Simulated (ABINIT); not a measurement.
The system is B5Pt.

```
B Pt
1.0
     4.28259    0.00000    0.00000
    -2.14130    3.70884    0.00000
     0.00000    0.00000    3.50578
B Pt
5 1
Direct
  0.33333 0.66667 0.00000
  0.66667 0.33333 0.00000
  0.50000 0.00000 0.50000
  0.50000 0.50000 0.50000
  0.00000 0.50000 0.50000
  0.00000 0.00000 0.00000
```

The cell was built by a generator and needn't be a form met in nature.

| Quantity | Value |
| --- | --- |
| Program | ABINIT 10.8.3 (patched build) |
| Task | relaxation of cell and atoms |
| Functional | PBE |
| Potentials or basis | JTH PAW PBE v2.0 |
| Cutoff | 544 eV |
| k mesh | 7 × 7 × 8 |
| Occupations | fermi-dirac, width 0.05 eV |
| Spin | no spin polarisation |

At the start: pressure -23.2 GPa; volume 9.28 Å³/atom.

Task: How do energy, volume and symmetry change on relaxing?

Result: Over 8 steps the energy falls by 85.8 meV/atom and the volume is 8.15 Å³/atom (-12.2 %); space group P6/mmm (No. 191, to 0.05 Å).

The path:
```tsv
step	energy change (eV)	largest force (eV/Å)	pressure (GPa)	volume (Å³)
1	0.0000	0.0000	-23.17	55.68
2	-0.4595	0.0000	-12.80	51.83
3	-0.6783	0.0000	6.27	47.33
4	-0.7850	0.0000	6.03	47.35
5	-0.5850	0.0000	1.70	48.87
6	-0.5140	0.0000	-1.41	49.24
7	-0.5146	0.0000	0.57	48.77
8	-0.5149	0.0000	-0.02	48.90
```

Final structure:
```
B Pt
1.0
     4.04083    0.00000    0.00000
    -2.02042    3.49946    0.00000
     0.00000    0.00000    3.45788
B Pt
5 1
Cartesian
  0.0000 2.3330 0.0000
  2.0204 1.1665 0.0000
  2.0204 0.0000 1.7289
  1.0102 1.7497 1.7289
  -1.0102 1.7497 1.7289
  0.0000 0.0000 0.0000
```
